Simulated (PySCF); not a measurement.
# BH9Si3: the cost of one run

The runs use PySCF 2.14.0, with density-fitted response routines of our own; the level of theory stands in each step. All values are computed, except where a source is named. Atoms count from 0, in the outputs and in this text.

### Step 1. Starting geometry

13 atoms, charge 0, multiplicity 1; geometry from: GFN2-xTB. The atoms were then displaced at random by about 0.01 Å, so the start is not that level's minimum.

Bonds of the start (Å): B0–Si1 1.91, Si1–Si2 2.33, Si2–Si3 2.34, B0–H4 1.19, B0–H5 1.17, Si1–H6 1.47, Si1–H7 1.48, Si2–H8 1.47, Si2–H9 1.49, Si3–H10 1.43, Si3–H11 1.45, Si3–H12 1.50.

### Step 2. Geometry optimisation at PBE0-D3(BJ)/def2-SVP

What the job is given:

```
{"job": {"xc": "PBE0", "basis": "def2-SVP", "d3": "d3bj", "grid": 1, "shake": 0.01, "kind": "geom"}, "charge": 0, "multiplicity": 1}
B     -2.341510     0.406550     0.220620
Si    -1.338320    -0.971860    -0.632290
Si     0.842370    -0.867370     0.188040
Si     2.007480     1.117940    -0.242180
H     -2.361890     1.517590    -0.218060
H     -2.945460     0.262420     1.216770
H     -1.803620    -2.351030    -0.445680
H     -1.179940    -0.868230    -2.102470
H      1.640100    -2.003670    -0.282760
H      0.844070    -1.099270     1.663160
H      3.343610     1.168690     0.262160
H      2.047980     1.407500    -1.666400
H      1.250940     2.263860     0.364250
```

Run with:

```console
$ OMP_NUM_THREADS=1 python probes_run.py task.json out
```

The driver reads the jobs from task.json and runs them one after another.

**Question.** How long does this first job take on 1 thread of Arm Neoverse V1, shared host, and how much memory does it need?

About 27 s, with a peak of 0.47 GiB.
